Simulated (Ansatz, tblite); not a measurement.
# The cluster Mg7O7−: a ladder of methods and basis sets

Aim: run the doublet of the cluster Mg7O7− at one geometry on many levels, and compare frontier levels, spin and run time.

Computed with Ansatz 0.2.0, Gaussian basis. Level: as each input shows.

Levels to be run: GFN1-xTB, GFN2-xTB, PBE-D4/def2-SVP, r2SCAN-D4/def2-SVP, PBE-D4/def2-SVPD, PBE0-D4/def2-SVPD, MP2/def2-SVPD.

5 further runs of the same task are left out: 4 that didn't finish, 1 set aside as unsound or not needed. Runs told in other sessions of the task aren't counted.

## Step 1: The structure

The geometry is that of the doublet, from an earlier relaxation (PBE-D4/def2-SVP). At that level it is the lowest of the isomers that a small search found.

14 atoms, charge -1, spin multiplicity 2.

Bond lengths: Mg1–O8 1.897 Å, Mg1–O10 2.158 Å, Mg1–O12 1.903 Å, Mg2–O8 1.831 Å, Mg2–O14 1.841 Å, Mg3–O9 1.896 Å, Mg3–O11 1.888 Å, Mg4–O10 2.033 Å, Mg4–O13 1.932 Å, Mg4–O14 1.884 Å, Mg5–O10 2.112 Å, Mg5–O11 1.912 Å, Mg5–O12 1.856 Å, Mg6–O9 2.148 Å, Mg6–O10 2.028 Å, Mg6–O11 2.017 Å, Mg6–O13 2.005 Å, Mg7–O9 1.893 Å and more. Angles: O8–Mg1–O10 119.8°, O8–Mg1–O12 146.2°, O10–Mg1–O12 93.9°, O8–Mg2–O14 143.8°, O9–Mg3–O11 98.6°, O10–Mg4–O13 93.9°, O10–Mg4–O14 126.3°, O13–Mg4–O14 139.9°, O10–Mg5–O11 94.4°, O10–Mg5–O12 96.9°, O11–Mg5–O12 168.7°, O9–Mg6–O10 179.2°, O9–Mg6–O11 87.0°, O9–Mg6–O13 87.3°, O10–Mg6–O11 93.9°, O10–Mg6–O13 91.8°, O11–Mg6–O13 174.3°, O9–Mg7–O13 99.1° and more.

The ion is computed in the gas phase, without counter-ions or solvent.

PBE0-D4/def2-SVP was run before; its log isn't repeated, and its numbers join the tables.

## Step 2: GFN1-xTB

Tight binding, by tblite at 300 K electronic temperature and without a spin-polarisation term:

```python
tblite.interface.Calculator('GFN1-xTB', numbers, positions, charge=-1, uhf=1).singlepoint()
```

Energy -1039.1831 eV; 0.011 s.

## Step 3: GFN2-xTB

Tight binding, by tblite at 300 K electronic temperature and without a spin-polarisation term:

```python
tblite.interface.Calculator('GFN2-xTB', numbers, positions, charge=-1, uhf=1).singlepoint()
```

Energy -897.4877 eV; 0.051 s.

## Step 4: PBE-D4/def2-SVP

start.molden holds the orbitals of an earlier run on this state, given as this run's starting guess.

File in.yaml:

```yaml
crystal:
  periodic: [false, false, false]
  atoms:
    - {symbol: Mg, position_ang: [1.957684, 1.665091, -0.971244]}
    - {symbol: Mg, position_ang: [3.291469, 1.284850, 1.755429]}
    - {symbol: Mg, position_ang: [-3.399114, -1.348874, -1.752812]}
    - {symbol: Mg, position_ang: [0.755616, -0.283143, 1.682835]}
    - {symbol: Mg, position_ang: [-0.280015, 0.780078, -2.165027]}
    - {symbol: Mg, position_ang: [-1.280219, -0.749675, -0.115245]}
    - {symbol: Mg, position_ang: [-2.459626, -2.324706, 1.769256]}
    - {symbol: O, position_ang: [3.437624, 2.110930, 0.128063]}
    - {symbol: O, position_ang: [-3.073463, -1.924133, 0.023774]}
    - {symbol: O, position_ang: [0.416378, 0.356785, -0.217061]}
    - {symbol: O, position_ang: [-1.857425, -0.286048, -1.991502]}
    - {symbol: O, position_ang: [1.122450, 1.887248, -2.666451]}
    - {symbol: O, position_ang: [-0.865491, -1.330704, 1.758555]}
    - {symbol: O, position_ang: [2.234131, 0.162302, 2.761430]}
basis:
  gaussian: {orbitals: def2-SVP, initial_orbitals: start.molden}
total_charge: -1
magnetization: {spin_polarized: true, initial_magnetization: 1}
hamiltonian: {xc: pbe, dispersion: d4}
scf: {omitted_lower_state_checks: [starts]}
output: {orbitals: {seedname: orbitals}}
```

The run is started by

```bash
$ ansatz run in.yaml --threads 4 --pin off --events-out ev --progress --plain --max-ram 6963MiB
```

After this run come: r2SCAN-D4/def2-SVP; PBE-D4/def2-SVPD; PBE0-D4/def2-SVPD; MP2/def2-SVPD.

Q: Predict the results of all the runs planned. Wanted: gap in def2-SVP, named functionals, smallest and largest; correlation energy, MP2/def2-SVPD; ⟨S²⟩ in def2-SVP, named functionals, smallest and largest; PBE0 total energy, smallest basis above largest.

As calculated:

| quantity | value |
| --- | --- |
| gap in def2-SVP, named functionals, smallest and largest | 0.28 eV (PBE-D4), 1.05 eV (PBE0-D4) |
| correlation energy, MP2/def2-SVPD | -47.61 eV |
| ⟨S²⟩ in def2-SVP, named functionals, smallest and largest | 0.755, 0.764 |
| PBE0 total energy, smallest basis above largest | 1.06 eV (def2-SVP, def2-SVPD) |

In words: Over the named functionals in def2-SVP the gap runs from 0.28 eV (PBE-D4) to 1.05 eV (PBE0-D4); exact exchange widens it. Over the named functionals in def2-SVP spin contamination reaches 0.01 (r2SCAN-D4), which is small.
